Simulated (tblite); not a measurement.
# H10O4Si4: the cost of one run

Computed with tblite 0.8.0 and PySCF 2.14.0; each step states its level. No surroundings beyond the atoms listed, unless a continuum is named. Atoms count from 0, parts from 1.

### 1 Starting point

18 atoms, charge 0, multiplicity 1; geometry: distance geometry start.

### 2 Relaxing the cluster with GFN2-xTB

What the job is given:

```
{"job": {"kind": "relax", "xc": "GFN2-xTB", "basis": "xTB"}, "charge": 0, "multiplicity": 1}
Si     1.961397     0.818373    -1.541356
O      0.776954    -0.418064    -2.051608
Si    -0.646357    -0.895834    -1.118490
O     -1.386126     0.542509    -0.379667
Si    -1.021253     1.176802     1.222890
O     -0.144875    -2.006732     0.196083
Si     1.373786    -1.935357     1.069009
O     -1.782923    -1.698989    -2.188966
H      3.164498     0.629196    -2.248428
H      1.433641     2.121943    -1.831630
H      2.174688     0.701997    -0.150362
H     -1.802892     2.365460     1.450850
H      0.333341     1.490344     1.303483
H     -1.344758     0.203532     2.205375
H      1.705051    -3.219472     1.558571
H      1.215668    -1.046136     2.180220
H      2.379877    -1.447018     0.219021
H     -1.970005    -2.661711    -2.216311
```

Level: GFN2-xTB geometry optimisation, gas phase.

Launch:

```
OMP_NUM_THREADS=1 python cluster_run.py task.json out
```

This one command runs all jobs of the session in turn.

**Question.** How long does this first job take on 1 thread of Intel Xeon Platinum 8259CL at 2.50GHz, shared host?

About 16 s.
